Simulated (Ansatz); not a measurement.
# SnO2 (I4_1/amd): relaxations under a series of pressures, by script

How does SnO2 (I4_1/amd) give way under pressure? The task is relaxations under a series of pressures, for SnO2 (I4_1/amd).

All numbers are computed with Ansatz 0.2.0, driven from Python. Level of theory: DFT LDA, plane waves, PAW.

**1. The structure**

It takes space group I4_1/amd (No. 141, tetragonal). The conventional cell has a = 4.000 Å, b = 4.000 Å, c = 10.247 Å, α = 90.00°, β = 90.00°, γ = 90.00°. Around Sn (site symmetry -4m2) lie 6 O at 2.06 to 2.09 Å. O (site symmetry 2mm) is surrounded by 3 Sn at 2.06 to 2.09 Å.

The script holds or builds the structure itself.

**2. The code**

Contents of compress_sno2.py:

```python
"""Volume and enthalpy of SnO2 against pressure."""

import warnings

import ansatz as az
import numpy as np
import pandas as pd

def edges_and_angles(cell):
    cell = np.asarray(cell)
    a, b, c = np.linalg.norm(cell, axis=1)
    cosines = cell[1] @ cell[2] / (b * c), cell[0] @ cell[2] / (a * c), cell[0] @ cell[1] / (a * b)
    return (a, b, c, *np.degrees(np.arccos(cosines)))

warnings.simplefilter("ignore", az.DeckWarning)

cell = (
    az.Lattice.from_parameters(4.000137, 4.000137, 10.247358, alpha=90, beta=90, gamma=90)
    .space_group(141, hermann_mauguin="I41/amd", origin_choice=1)
    .atom("Sn", (0.0, 0.5, 0.25))
    .atom("O", (0.5, 0.5, 0.296523))
    .primitive()
)

calculation = (
    cell.calculation()
    .functional(az.Functional.LDA)
    .pseudopotentials("paw")
    .basis(34 * az.Ry)
    .kpoints(8)
    .occupations(az.OccupationsMethod.FIXED)
)

# H = F + PV, with 1 GPa A^3 = 1/160.21766 eV
rows = []
for pressure in [0, 2, 4, 6, 8]:
    outcome = calculation.relax(cell=True, pressure=pressure).run(threads=1)
    cell = outcome.lattice.cell_ang
    n_atoms = len(outcome.lattice.sites)
    volume = abs(np.linalg.det(cell)) / n_atoms
    enthalpy = outcome.report["free_energy_ev"] / n_atoms + pressure * volume / 160.21766
    rows.append((pressure, volume, enthalpy, *edges_and_angles(cell)))
    print(f"{pressure} GPa done: {volume:.4f} A^3/atom")

table = pd.DataFrame(rows, columns=["P_GPa", "V_A3_atom", "H_eV_atom", "a", "b", "c", "alpha", "beta", "gamma"])
print(table.round(4).to_string(index=False))
p, v = np.array([row[0] for row in rows], float), np.array([row[1] for row in rows])
print("mean bulk modulus between rows (GPa):", np.round(-np.diff(p) / np.diff(np.log(v)), 1))
```

**3. The calls as engine input**

The engine receives this input (first run):

```yaml
crystal:
  lattice:
    a: 4.000137
    b: 4.000137
    c: 10.247358
    alpha: 90.0
    beta: 90.0
    gamma: 90.0
  space_group: 141
  setting:
    hermann_mauguin: I41/amd
    origin_choice: 1
  atoms:
    - { symbol: Sn, position: [0.0, 0.5, 0.25] }
    - { symbol: O, position: [0.5, 0.5, 0.296523] }
  reduce_to_primitive: true
basis:
  ecutwfc: 462.593566181796
kpoints:
  mp_grid:
    grid: [8, 8, 8]
hamiltonian:
  xc: lda
  pseudopotentials:
    kind: paw
scf:
  occupations:
    method: fixed
relax:
  cell:
    p_target: 0.0
```

**4. Running it**

Command:

```sh
python compress_sno2.py
```

Log:

```text
0 GPa done: 13.3860 A^3/atom
2 GPa done: 13.2268 A^3/atom
4 GPa done: 13.0757 A^3/atom
6 GPa done: 12.9330 A^3/atom
8 GPa done: 12.7959 A^3/atom
 P_GPa  V_A3_atom  H_eV_atom      a      b      c    alpha     beta   gamma
     0    13.3860 -2329.9769 5.8138 5.8138 5.8138 140.0493 140.0493 57.7785
     2    13.2268 -2329.8108 5.7839 5.7839 5.7839 139.9630 139.9630 57.9095
     4    13.0757 -2329.6466 5.7543 5.7543 5.7543 139.8668 139.8668 58.0557
     6    12.9330 -2329.4843 5.7249 5.7249 5.7249 139.7582 139.7582 58.2206
     8    12.7959 -2329.3237 5.6957 5.6957 5.6957 139.6408 139.6408 58.3991
mean bulk modulus between rows (GPa): [167.1 174.  182.4 187.6]
```

Run time: 5.3 min. Hardware: 1 thread of Arm Neoverse V1, shared host; peak memory 0.53 GiB.

**5. The runs side by side**

The 5 runs, in the order started:

```
run  pressure asked (GPa)  energy from run 1 (meV/atom)  final volume (Å³/atom)  pressure (GPa)  gap on the mesh (eV)  SCF cycles in all  CPU time (s)
  1                     0                          0.00                   13.39            0.00                  1.73                 33            59
  2                     2                          0.99                   13.23            2.00                  1.84                 35            64
  3                     4                          3.81                   13.08            4.01                  1.94                 35            64
  4                     6                          8.26                   12.93            6.00                  2.04                 35            64
  5                     8                         14.25                   12.80            8.00                  2.13                 36            66
```

**6. Path of the relaxation of run 1**

Relaxation path:

| step | energy from step 1 (eV/cell) | largest force component (eV/Å) | pressure (GPa) | volume (Å³) |
| --- | --- | --- | --- | --- |
| 1 | 0.0000 | 0.1934 | -3.88 | 81.98 |
| 2 | -0.0245 | 0.0098 | -0.18 | 80.41 |
| 3 | -0.0247 | 0.0003 | 0.01 | 80.34 |
| 4 | -0.0225 | 0.0002 | -0.04 | 80.34 |
| 5 | -0.0226 | 0.0002 | 0.00 | 80.32 |
| 6 | -0.0225 | 0.0002 | 0.00 | 80.32 |

Step 1 is the start. Steps 4, 6 each repeat the geometry before them on a plane-wave basis chosen anew, so the energy can jump there without any move.

Lengths and angles in the start's conventional setting:

«Before» is this run's own start.

|  | before | after | change |
| --- | --- | --- | --- |
| a (Å) | 4.000 | 3.972 | -0.7 % |
| b (Å) | 4.000 | 3.972 | -0.7 % |
| c (Å) | 10.247 | 10.181 | -0.7 % |
| volume (Å³/atom) | 13.66 | 13.39 | -2.0 % |
| shortest distance (Å) | 2.056 | 2.043 | -0.6 % |
| space group (0.01 Å) | I4_1/amd | I4_1/amd | same |

Forces and stress were held to the start's 16 operations: a distortion of lower symmetry was not tested.

**7. Path of the relaxation of run 5**

Step by step:

| step | E - E(step 1) (eV/cell) | largest force component (eV/Å) | pressure (GPa) | volume (Å³) |
| --- | --- | --- | --- | --- |
| 1 | 0.0000 | 0.1934 | -3.88 | 81.98 |
| 2 | 0.0637 | 0.0761 | 8.72 | 76.67 |
| 3 | 0.0527 | 0.0147 | 7.94 | 76.88 |
| 4 | 0.0543 | 0.0023 | 7.98 | 76.84 |
| 5 | 0.0598 | 0.0027 | 7.84 | 76.84 |
| 6 | 0.0629 | 0.0001 | 8.00 | 76.78 |
| 7 | 0.0630 | 0.0000 | 8.00 | 76.78 |

Step 1 is the start. Steps 5, 7 each repeat the geometry before them on a plane-wave basis chosen anew, so the energy can jump there without any move.

Lengths and angles in the start's conventional setting:

«Before» is this run's own start.

|  | before | after | change |
| --- | --- | --- | --- |
| a (Å) | 4.000 | 3.930 | -1.8 % |
| b (Å) | 4.000 | 3.930 | -1.8 % |
| c (Å) | 10.247 | 9.944 | -3.0 % |
| volume (Å³/atom) | 13.66 | 12.80 | -6.4 % |
| shortest distance (Å) | 2.056 | 2.013 | -2.1 % |
| space group (0.01 Å) | I4_1/amd | I4_1/amd | same |

The run keeps the 16 symmetry operations of the start, so it could not have lowered the symmetry.

Under a set pressure the enthalpy E + pV is minimised, so E itself may rise.

**8. Summary of results**

| quantity | value |
| --- | --- |
| bulk modulus between neighbouring pressures | 167.1 to 187.6 GPa |
| runs compared | 5 |
| range of energy | 14.25 meV/atom |

In words: The crystal stiffens as it is compressed. The volume falls from 13.39 Å³ an atom at 0 GPa to 12.80 at 8 GPa, by 4.4 %. Between 0 and 2 GPa, -V dP/dV is about 167 GPa, a mean over that step. In run 1, over 3 moves the cell shrank by 2.0 % in volume, and the space group stayed I4_1/amd. In run 5, over 4 moves the cell shrank by 6.4 % in volume under the 8 GPa asked, and the space group stayed I4_1/amd. What to keep in mind:
- At a fixed pressure a relaxation lowers the enthalpy F + PV, while F alone can rise.
- Edges and angles that the script prints are those of the cell as typed, here a primitive one.
- This cell is a computed structure, which may not be the phase found in nature.
- Symmetry holds the cell in this phase, so another phase that may be stable under pressure is not reached.
